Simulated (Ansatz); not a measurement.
# GeH7Si: the cost of one run

Computed with Ansatz 0.2.0, Gaussian basis. Level: cc-pVDZ, all electrons in the functionals, frozen cores in the correlation of double hybrids and RPA.

The runs, in order: wB97M-V, B2PLYP, PBE-QIDH, RPA-PBE, at 1.534 Å; 1.650 Å; 1.883 Å; 2.115 Å; 2.347 Å.

### Step 1. What is computed

The geometry derives from fragments relaxed apart (PBE0/def2-TZVP) and kept rigid, so it is no stationary point. A hydrogen atom is moved between rigid fragments. No spin-orbit coupling is included. The filled d shell of Ge may be among the frozen orbitals whatever the setting's name suggests; the logs give the count.

9 atoms, charge 0, spin multiplicity 2.

Atoms are counted from 1 here; the program's logs count them from 0.

Bond lengths: Ge1–H2 1.534 Å, Ge1–H3 1.534 Å, Ge1–H4 1.534 Å, Ge1–H5 1.534 Å, Si6–H7 1.486 Å, Si6–H8 1.486 Å, Si6–H9 1.486 Å. Angles: H2–Ge1–H3 109.5°, H2–Ge1–H4 109.5°, H2–Ge1–H5 109.5°, H3–Ge1–H4 109.5°, H3–Ge1–H5 109.5°, H4–Ge1–H5 109.5°, H7–Si6–H8 111.3°, H7–Si6–H9 111.3°, H8–Si6–H9 111.3°.

Geometry (Å):

```
Ge   -1.10568    0.00000    0.00000
H    -1.61713    1.44660    0.00000
H    -1.61713   -0.72330    1.25279
H    -1.61713   -0.72330   -1.25279
H     0.42867    0.00000    0.00000
Si    2.68132    0.00000    0.00000
H     3.13129   -1.41625    0.00000
H     3.13129    0.70813   -1.22651
H     3.13129    0.70813    1.22651
```

No dispersion term is added; wB97M-V holds VV10 nonlocal correlation.

The geometry shown and the zero of energy belong to the point 1.534 Å. The yardstick, UCCSDT(Q), and other wave-function levels (R restricted, U unrestricted, valence and pair active spaces) come from earlier runs.

### Step 2. wB97M-V, 1.534 Å

in.yaml

```yaml
crystal:
  periodic: [false, false, false]
  atoms:
    - {symbol: Ge, position_ang: [-1.105682, 0.000000, 0.000000]}
    - {symbol: H, position_ang: [-1.617132, 1.446599, 0.000000]}
    - {symbol: H, position_ang: [-1.617132, -0.723300, 1.252792]}
    - {symbol: H, position_ang: [-1.617132, -0.723299, -1.252792]}
    - {symbol: H, position_ang: [0.428667, 0.000000, 0.000000]}
    - {symbol: Si, position_ang: [2.681318, 0.000000, 0.000000]}
    - {symbol: H, position_ang: [3.131291, -1.416253, 0.000000]}
    - {symbol: H, position_ang: [3.131291, 0.708127, -1.226511]}
    - {symbol: H, position_ang: [3.131291, 0.708127, 1.226511]}
basis:
  gaussian: {orbitals: cc-pVDZ}
magnetization: {spin_polarized: true, initial_magnetization: 1}
hamiltonian: {xc: {name: wB97M-V}}
output: {forces: true, orbitals: {seedname: orbitals}}
```

Command:

```console
> ansatz run in.yaml --threads 1 --pin off --events-out ev --progress --plain --max-ram 2816MiB --backend cpu
```

Q: Estimate wall time and peak memory on 1 thread of AMD EPYC 7R13, shared host.

About 14 s, with a peak of 0.42 GiB.
